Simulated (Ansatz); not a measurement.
# GeH− (singlet): wave-function methods side by side at distance Ge1–H2 = 2.238 Å, aug-cc-pVDZ

How much of the correlation energy of GeH− (singlet) does each wave-function method recover here?

Computed with Ansatz 0.2.0, Gaussian basis. Level: aug-cc-pVDZ, core rule «outside noble gas», up to 14 orbitals frozen.

Plan: UHF; CCSD(T) on RHF; CCSD(T) on UHF; BCCD(T) on RHF; CISD; CCSDT(Q) on RHF; CCSDT(Q) on UHF; CASSCF and MRCISD+Q, 2 electrons in 2 orbitals; CASSCF and NEVPT2, 2 electrons in 2 orbitals; CASSCF and MRCISD+Q, 6 electrons in 5 orbitals; CASSCF and NEVPT2, 6 electrons in 5 orbitals; Full CI.

21 further runs of the same task are left out: 4 for a known fault of the program, 14 that didn't finish, 3 set aside as unsound or not needed.

## (1) What is computed

The geometry derives from a PBE0/def2-TZVPD stationary point (not a proven minimum). One bond is set to the value named and the two fragments are kept rigid. No spin-orbit coupling is included. The filled d shell of Ge may be among the frozen orbitals whatever the setting's name suggests; the logs give the count.

2 atoms, charge -1, spin multiplicity 1.

Atoms are counted from 1 here; the program's logs count them from 0.

No contacts short enough for the rule that draws bonds.

Coordinates:

```
Ge    0.0000    0.0000    0.0000
H     0.0000    0.0000    2.2380
```

## (2) UHF

Input file in.yaml:

```yaml
crystal:
  periodic: [false, false, false]
  atoms:
    - {symbol: Ge, position_ang: [0.000000, 0.000000, 0.000000]}
    - {symbol: H, position_ang: [0.000000, 0.000000, 2.238000]}
basis:
  gaussian: {orbitals: aug-cc-pVDZ}
total_charge: -1
magnetization: {spin_polarized: true, initial_magnetization: 0}
hamiltonian: {xc: hf}
output: {orbitals: {seedname: orbitals}}
```

Launch:

```sh
> ansatz run in.yaml --threads 1 --pin off --events-out ev --progress --plain --max-ram 2393MiB
```

After this run come: CCSD(T) on RHF; CCSD(T) on UHF; BCCD(T) on RHF; CISD; CCSDT(Q) on RHF; CCSDT(Q) on UHF; CASSCF and MRCISD+Q, 2 electrons in 2 orbitals; CASSCF and NEVPT2, 2 electrons in 2 orbitals; CASSCF and MRCISD+Q, 6 electrons in 5 orbitals; CASSCF and NEVPT2, 6 electrons in 5 orbitals; Full CI.

Before running them: what should the planned runs give, taken together? Wanted: FCI below the RHF energy; RMP2 from FCI; RCCSD from FCI; RCCSD(T) from FCI; RCCSDT(Q) from FCI; NEVPT2 valence from FCI; MRCISD+Q valence from FCI; T1 diagnostic; effectively unpaired electrons.

As calculated:

| quantity | value |
| --- | --- |
| FCI below the RHF energy | -3.5857 eV |
| RMP2 from FCI | +1131.2 meV |
| RCCSD from FCI | +321.2 meV |
| RCCSD(T) from FCI | +166.8 meV |
| RCCSDT(Q) from FCI | -6.3 meV |
| NEVPT2 valence from FCI | +738.7 meV |
| MRCISD+Q valence from FCI | -15.0 meV |
| levels within 1 kcal/mol (43 meV) | RCCSDT, RCCSDT(Q), MRCISD+Q valence |
| T1 diagnostic | 0.023 |
| effectively unpaired electrons | 2.11 |

**Reading.** RCCSD(T) misses by +166.8 meV, 4.7 % of the correlation energy. RCCSDT(Q), MRCISD+Q valence fall below full CI, which methods that aren't variational can do. The occupations show strong static correlation (2.1 unpaired electrons where one determinant has 0). Of the multireference levels listed MRCISD+Q valence comes nearest in total energy (-15.0 meV), which doesn't show that its space is the better one. These misses are within one basis, not against nature.
